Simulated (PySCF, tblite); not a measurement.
# C₈H₁₆: geometry, infrared bands and NMR shifts

Aim: predict the infrared bands and NMR shifts of C₈H₁₆ (`CC[C@@H](C)CC1CC1`).

The runs use tblite 0.8.0 and PySCF 2.14.0, with density-fitted response routines of our own; the level of theory stands in each step. All values are computed, except where a source is named. Atoms are numbered from 0 throughout.

### 1 Starting geometry

24 atoms, charge 0, multiplicity 1; geometry from: force field or distance geometry start.

Bonds of the start (Å): C0–C1 1.53, C1–C2 1.49, C2–C3 1.54, C2–C4 1.48, C4–C5 1.47, C5–C6 1.51, C6–C7 1.49, C7–C5 1.54, C0–H8 1.12, C0–H9 1.10, C0–H10 1.11, C1–H11 1.10, C1–H12 1.10, C2–H13 1.11, C3–H14 1.10, C3–H15 1.12, C3–H16 1.08, C4–H17 1.11, C4–H18 1.13, C5–H19 1.10, C6–H20 1.10, C6–H21 1.13, C7–H22 1.09, C7–H23 1.10.

### 2 Geometry optimisation with GFN2-xTB

The job: settings as JSON, then the geometry in Å.

```
{"job": {"kind": "relax", "xc": "GFN2-xTB", "basis": "xTB"}, "charge": 0, "multiplicity": 1}
C     -2.571000    -0.165200     1.267600
C     -1.400000     0.601200     0.651200
C     -0.660100    -0.346400    -0.227800
C     -1.610000    -0.826900    -1.338700
C      0.599300     0.167600    -0.806300
C      1.567200     0.510500     0.250800
C      2.940900     1.056800    -0.078400
C      2.816900    -0.395400     0.250000
H     -2.670500     0.137600     2.341100
H     -3.500200    -0.008900     0.696500
H     -2.329100    -1.248100     1.216000
H     -1.774300     1.461400     0.082000
H     -0.773400     0.962200     1.476500
H     -0.407000    -1.243100     0.381500
H     -2.624800    -0.902700    -0.912300
H     -1.280100    -1.860100    -1.635500
H     -1.570000    -0.120600    -2.156700
H      0.450000     0.969400    -1.566100
H      1.031600    -0.686300    -1.404600
H      1.193400     0.804200     1.241200
H      3.183600     1.368800    -1.101300
H      3.494300     1.638900     0.713400
H      2.882000    -1.070100    -0.600300
H      2.999500    -0.785100     1.267600
```

Run with:

```bash
OMP_NUM_THREADS=1 python probes_run.py task.json out
```

One launch serves the whole session: the jobs run in the order shown.

**Question.** This job is followed by: GFN2-xTB harmonic vibrations, gas phase; GIAO PBE0/pcSseg-1 NMR shielding, non-relativistic, gas phase. Predict these results of the whole session: strongest single infrared mode (GFN2-xTB); zero-point energy (GFN2-xTB); 13C shifts against TMS (PBE0/pcSseg-1); 1H shifts against TMS (PBE0/pcSseg-1, means over atoms taken as alike); surface potential, 1st and 99th percentile.

**Answer**, as computed:

| quantity | value |
| --- | --- |
| strongest single infrared mode (GFN2-xTB) | 3106 cm⁻¹, 86 km/mol |
| zero-point energy (GFN2-xTB) | 138.6 kcal/mol |
| 13C shifts against TMS (PBE0/pcSseg-1) | 47.7, 40.0, 32.0, 22.7, 15.1, 12.3, 7.4, 6.0 ppm |
| 1H shifts against TMS (PBE0/pcSseg-1, means over atoms taken as alike) | 1.81, 1.74, 1.17, 1.06, 0.91, 0.89, 0.77, 0.51, 0.39, 0.19, 0.07, -0.06 ppm |
| surface potential, 1st and 99th percentile | -0.48 V and 0.57 V |

Relaxing lowered the energy by 0.915 eV in 161 steps; the close pair that moved most is C2–C4, from 1.478 to 1.538 Å. All 66 modes are real, so the xTB geometry is a minimum. The strongest single mode, at 3106 cm⁻¹, has its largest shares on H21, H23, H22 and H20 (the list is cut at 4 atoms). Unscaled tight-binding wavenumbers are off by several per cent, some by more. Its intensities can rank the bands wrongly. At PBE0/pcSseg-1: The largest span, 73 ppm, is at C5, where the paramagnetic term is -70 ppm.
